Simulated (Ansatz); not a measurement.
**C2H4AlFO: small, medium and large basis sets**

How large a basis does C2H4AlFO need? Two functionals are run in growing sets.

Method: one geometry, several basis sets; program: Ansatz 0.2.0, Gaussian basis.

Levels to be run: PBE0-D4/def2-SVP; ωB97M-V/def2-SVP; PBE0-D4/def2-QZVPP; ωB97M-V/def2-QZVPP; the functionals' def2-TZVPP values are taken from earlier runs.

### 1 The relaxed structure

All runs share one geometry, relaxed beforehand with PBE0-D4 in a triple-zeta def2 set.

SMILES `C=C[O][AlH][F]`, 9 atoms, charge 0, spin multiplicity 1.

Atoms are counted from 1 here; the program's logs count them from 0.

Bond lengths: C1–C2 1.325 Å, C1–H6 1.083 Å, C1–H7 1.081 Å, C2–O3 1.346 Å, C2–H8 1.090 Å, O3–Al4 1.684 Å, Al4–F5 1.640 Å, Al4–H9 1.565 Å. Angles: C2–C1–H6 121.4°, C2–C1–H7 119.7°, H6–C1–H7 119.0°, C1–C2–O3 123.2°, C1–C2–H8 121.1°, O3–C2–H8 115.7°, C2–O3–Al4 137.8°, O3–Al4–F5 116.4°, O3–Al4–H9 123.2°, F5–Al4–H9 120.5°.

### 2 PBE0-D4 in def2-SVP

File in.yaml:

```yaml
crystal:
  periodic: [false, false, false]
  atoms:
    - {symbol: C, position_ang: [-1.562005, -0.360051, 1.103917]}
    - {symbol: C, position_ang: [-0.727965, -0.312915, 0.075523]}
    - {symbol: O, position_ang: [0.490342, 0.256491, 0.139592]}
    - {symbol: Al, position_ang: [1.800789, 0.519330, -0.884818]}
    - {symbol: F, position_ang: [3.087581, 1.301591, -0.234975]}
    - {symbol: H, position_ang: [-1.297747, 0.065261, 2.064123]}
    - {symbol: H, position_ang: [-2.527691, -0.832213, 0.988547]}
    - {symbol: H, position_ang: [-0.999019, -0.743141, -0.888808]}
    - {symbol: H, position_ang: [1.824317, 0.059246, -2.380301]}
basis:
  gaussian: {orbitals: def2-SVP}
hamiltonian: {xc: pbe0, dispersion: d4}
output: {orbitals: {seedname: orbitals}}
```

Run with:

```console
ansatz run in.yaml --threads 2 --pin off --events-out ev --progress --plain --max-ram 4352MiB
```

Standard output:

```text
Functional definition: PBE0
  name "PBE0"
  cite "Adamo & Barone, J. Chem. Phys. 110, 6158 (1999) doi:10.1063/1.478522"
  cite "Perdew, Burke & Ernzerhof, Phys. Rev. Lett. 77, 3865 (1996) doi:10.1103/PhysRevLett.77.3865"
  parent pbe
  parameter a = 0.25
  parameter kappa = 0.804
  parameter beta = 0.06672455060314922
  exchange = (1 - a)*pbe_x(kappa = kappa, mu = beta*pi^2/3) + a*exact_x
  correlation = pbe_c(beta = beta)
1065 factors; their error is unknown
mean field evaluation 1: about -13477.4881 eV, gradient 5.8e1 eV
mean field evaluation 2: about -13470.1985 eV, gradient 8.6e1 eV
mean field evaluation 4: about -13484.2995 eV, gradient 4.4e0 eV
mean field evaluation 8: about -13484.4435 eV, gradient 2.0e-1 eV
mean field -13484.44357504 eV, -495.5441612985 hartree, gradient 8.4e-5 eV, S^2 0.000000; 0 other end points of the search recorded, 0 dependent functions left out
reference -13484.44360692 eV, -495.5441624703 hartree; 23, 23 occupied and 71, 71 virtual orbitals, 1065 factors
Total energy: -13484.57064974 eV, -495.5488312077 hartree
```

Wall time 1.1 s (2 threads of Arm Neoverse V2, shared host).

### 3 ωB97M-V in def2-SVP

in.yaml, as its differences from that of step 2:

```diff
@@ -14,3 +14,3 @@
   gaussian: {orbitals: def2-SVP}
-hamiltonian: {xc: pbe0, dispersion: d4}
+hamiltonian: {xc: {name: wB97M-V}}
 output: {orbitals: {seedname: orbitals}}
```

The command is unchanged.

Standard output, shortened:

```text
Functional definition: wB97M-V
  name "wB97M-V"
  cite "Mardirossian & Head-Gordon, J. Chem. Phys. 144, 214110 (2016) doi:10.1063/1.4952647"
  cite "Becke, J. Chem. Phys. 107, 8554 (1997) doi:10.1063/1.475007"
  cite "Vydrov & Van Voorhis, J. Chem. Phys. 133, 244103 (2010) doi:10.1063/1.3521275"
  # Of w^i u^j: cxij and so on, Table III.
[...]
  gx(w, u) = 1 - cx + cx01*u + cx10*w
  gss(w, u) = css00 + css04*u^4 + css10*w + css20*w^2 + css43*w^4*u^3
  gos(w, u) = cos00 + cos10*w + (cos20 + cos21*u)*w^2 + (cos60 + cos61*u)*w^6
[...]
      + integral(e_c_pw_mod_opposite_spin*gos(b97_w_opposite, b97_u_opposite)) + vv10(b, c)
1046 factors; their error is unknown
248 factors; integrals over basis functions are off by at most 1.1e-5 eV
[...]
mean field -13492.19616049 eV, -495.8290635591 hartree, gradient 2.0e-5 eV, S^2 0.000000; 0 other end points of the search recorded, 0 dependent functions left out
reference -13492.19621079 eV, -495.8290654076 hartree; 23, 23 occupied and 71, 71 virtual orbitals, 1046 factors
Total energy: -13492.19621079 eV, -495.8290654076 hartree
```

Run time: 4.7 s. Hardware: 2 threads of Arm Neoverse V2, shared host; peak memory 0.26 GiB.

### 4 PBE0-D4 in def2-QZVPP

in.yaml, as its differences from that of step 3:

```diff
@@ -13,4 +13,4 @@
 basis:
-  gaussian: {orbitals: def2-SVP}
-hamiltonian: {xc: {name: wB97M-V}}
+  gaussian: {orbitals: "def2-QZVPP.json"}
+hamiltonian: {xc: pbe0, dispersion: d4}
 output: {orbitals: {seedname: orbitals}}
```

Launched as before.

Standard output:

```text
Functional definition: PBE0
  name "PBE0"
  cite "Adamo & Barone, J. Chem. Phys. 110, 6158 (1999) doi:10.1063/1.478522"
  cite "Perdew, Burke & Ernzerhof, Phys. Rev. Lett. 77, 3865 (1996) doi:10.1103/PhysRevLett.77.3865"
  parent pbe
  parameter a = 0.25
  parameter kappa = 0.804
  parameter beta = 0.06672455060314922
  exchange = (1 - a)*pbe_x(kappa = kappa, mu = beta*pi^2/3) + a*exact_x
  correlation = pbe_c(beta = beta)
1364 factors; their error is unknown
mean field evaluation 1: about -13486.4972 eV, gradient 7.1e1 eV
mean field evaluation 2: about -13473.5407 eV, gradient 1.1e2 eV
mean field evaluation 4: about -13495.6175 eV, gradient 7.6e0 eV
mean field evaluation 8: about -13495.7449 eV, gradient 3.0e-1 eV
mean field evaluation 16: about -13495.7450 eV, gradient 3.4e-5 eV
mean field -13495.74497319 eV, -495.9594800203 hartree, gradient 3.4e-5 eV, S^2 0.000000; 0 other end points of the search recorded, 0 dependent functions left out
reference -13495.74501486 eV, -495.9594815515 hartree; 23, 23 occupied and 395, 395 virtual orbitals, 1364 factors
Total energy: -13495.87205767 eV, -495.9641502889 hartree
```

Wall time 8 s (2 threads of Arm Neoverse V2, shared host); peak memory 1.1 GiB.

### 5 ωB97M-V in def2-QZVPP

in.yaml, as its differences from that of step 4:

```diff
@@ -14,3 +14,3 @@
   gaussian: {orbitals: "def2-QZVPP.json"}
-hamiltonian: {xc: pbe0, dispersion: d4}
+hamiltonian: {xc: {name: wB97M-V}}
 output: {orbitals: {seedname: orbitals}}
```

Launched as before.

Standard output, shortened:

```text
Functional definition: wB97M-V
  name "wB97M-V"
  cite "Mardirossian & Head-Gordon, J. Chem. Phys. 144, 214110 (2016) doi:10.1063/1.4952647"
  cite "Becke, J. Chem. Phys. 107, 8554 (1997) doi:10.1063/1.475007"
  cite "Vydrov & Van Voorhis, J. Chem. Phys. 133, 244103 (2010) doi:10.1063/1.3521275"
  # Of w^i u^j: cxij and so on, Table III.
[...]
  gx(w, u) = 1 - cx + cx01*u + cx10*w
  gss(w, u) = css00 + css04*u^4 + css10*w + css20*w^2 + css43*w^4*u^3
  gos(w, u) = cos00 + cos10*w + (cos20 + cos21*u)*w^2 + (cos60 + cos61*u)*w^6
[...]
      + integral(e_c_pw_mod_opposite_spin*gos(b97_w_opposite, b97_u_opposite)) + vv10(b, c)
1321 factors; their error is unknown
337 factors; integrals over basis functions are off by at most 1.3e-5 eV
[...]
mean field -13503.68306973 eV, -496.2511996876 hartree, gradient 5.8e-5 eV, S^2 0.000000; 0 other end points of the search recorded, 0 dependent functions left out
reference -13503.68313750 eV, -496.2512021781 hartree; 23, 23 occupied and 395, 395 virtual orbitals, 1321 factors
Total energy: -13503.68313750 eV, -496.2512021781 hartree
```

Run time: 19 s. Hardware: 2 threads of Arm Neoverse V2, shared host; peak memory 1.3 GiB.

### 6 Density functionals: the series

The def2-TZVPP values come from earlier runs at the same geometry.

| functional | basis | functions | energy (eV) | from the largest (eV) | HOMO (eV) | LUMO (eV) |
| --- | --- | --- | --- | --- | --- | --- |
| PBE0-D4 | def2-SVP | 94 | -13484.5706 | 11.301 | -6.88 | -0.59 |
| PBE0-D4 | def2-TZVPP | 222 | -13495.2537 | 0.618 | -6.97 | -0.78 |
| PBE0-D4 | def2-QZVPP | 418 | -13495.8721 | 0.000 | -6.99 | -0.87 |
| ωB97M-V | def2-SVP | 94 | -13492.1962 | 11.487 | -9.11 | 1.11 |
| ωB97M-V | def2-TZVPP | 222 | -13503.1015 | 0.582 | -9.22 | 0.77 |
| ωB97M-V | def2-QZVPP | 418 | -13503.6831 | 0.000 | -9.24 | 0.44 |

### 7 Summary of results

```
                                       quantity           value
PBE0-D4: double and triple zeta above quadruple  11.30, 0.62 eV
ωB97M-V: double and triple zeta above quadruple  11.49, 0.58 eV
```

What this shows: PBE0-D4 gains 10.68 eV from double to triple zeta, then 0.62 eV more. These are total energies; as a rule much of such shifts cancels in differences, which this series doesn't test. The LUMO of ωB97M-V is positive and keeps falling with the basis (1.11 to 0.44 eV): an unbound level that the basis holds in place.

For PBE0-D4 the largest set took about 8 times as long as the smallest (8 s against 1.1 s).
